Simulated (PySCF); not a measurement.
# Cs2F2: other functionals and bases at one geometry

One table from this session's results is given with a row withheld; the runs are named, their logs left out.

Computed with PySCF 2.14.0. Level: several levels, as the steps say, no spin–orbit coupling.

1 further run of the same task is left out (for a known fault of the program).

### The system as given

4 atoms, charge 0, spin multiplicity 1.

Bond lengths: Cs1–F3 2.605 Å, Cs1–F4 2.605 Å, Cs2–F3 2.605 Å, Cs2–F4 2.605 Å. Angles: F3–Cs1–F4 77.3°, F3–Cs2–F4 77.3°, Cs1–F3–Cs2 102.7°, Cs1–F4–Cs2 102.7°.

Geometry (Å):

```xyz
4
Cs2F2
Cs    0.0000    0.0000    2.0347
Cs    0.0000    0.0000   -2.0347
F     1.6273    0.0000    0.0000
F    -1.6273    0.0000    0.0000
```

Formal oxidation states: Cs +1. An earlier session relaxed this geometry at PBE0, Cs def2-SVP with ECP46, F def2-SVP (singlet, point group D2h).

At PBE0 on the finer grid: E = -239.796249 Eh, HOMO -6.46 eV, LUMO -0.46 eV, Mulliken charge on Cs1 +0.58 e, largest force component 0.013 eV/Å. 

Levels to run: BP86; wB97X; r2SCAN; HF; PBE0, TZVP; PBE0, x2c-SVP. Hardware: 2 threads of Intel Xeon Platinum 8488C (Sapphire Rapids), shared host.

Set-up of the first run:

File run.py (the lines that set the calculation):

```python
mol = gto.M(atom='''
Cs     0.00000     0.00000     2.03471
Cs     0.00000     0.00000    -2.03471
F      1.62733     0.00000     0.00000
F     -1.62733     0.00000     0.00000''',
    basis={'Cs': 'def2-SVP', 'F': 'def2-SVP'},
    ecp={'Cs': 'def2-SVP'},
    charge=0, spin=0)
mf = dft.RKS(mol, xc='B88,P86')
mf.grids.atom_grid = (75, 302)
mf = mf.density_fit()  # fitting sets: Cs def2-universal-JKFIT, F def2-universal-JKFIT
mf.conv_tol = 1e-08; mf.max_cycle = 55
mf.kernel(dm0)  # dm0: the density of the relaxed state
```

Launch:

```sh
OMP_NUM_THREADS=2 python run.py
```

Among the steps run: BP86; wB97X; r2SCAN; HF; PBE0, TZVP; PBE0, x2c-SVP.

One table of the session follows, with a row left open; its other results are not shown here.

| level | HOMO (eV) | gap (eV) | charge on Cs1 (e) | largest force component (eV/Å) |
| --- | --- | --- | --- | --- |
| PBE0 (relaxed here) | -6.46 | 5.99 | 0.58 | 0.01 |
| BP86 | -4.80 | 4.06 | 0.51 | 0.10 |
| wB97X | -8.84 | 9.49 | 0.59 | 0.05 |
| r2SCAN | -4.95 | 4.55 | 0.57 | 0.08 |
| HF | -11.13 | 11.55 | 0.73 | 0.37 |
| PBE0, TZVP | -6.93 | 6.54 | 0.78 | 0.06 |
| PBE0, x2c-SVP | ? | ? | ? | ? |

**Question.** Estimate the row for PBE0, x2c-SVP.

The run gave: HOMO (eV): -6.55; gap (eV): 6.11; charge on Cs1 (e): 0.62; largest force component (eV/Å): 0.63. In the column «HOMO (eV)» it lies between PBE0, TZVP (-6.93) and PBE0 (relaxed here) (-6.46).

In one basis the HOMO–LUMO gap runs from 4.06 eV (BP86) to 11.55 eV (HF). The largest leftover force, 0.63 eV/Å with PBE0, x2c-SVP, stands at a geometry relaxed at another level. Total energies of different levels can't be compared.
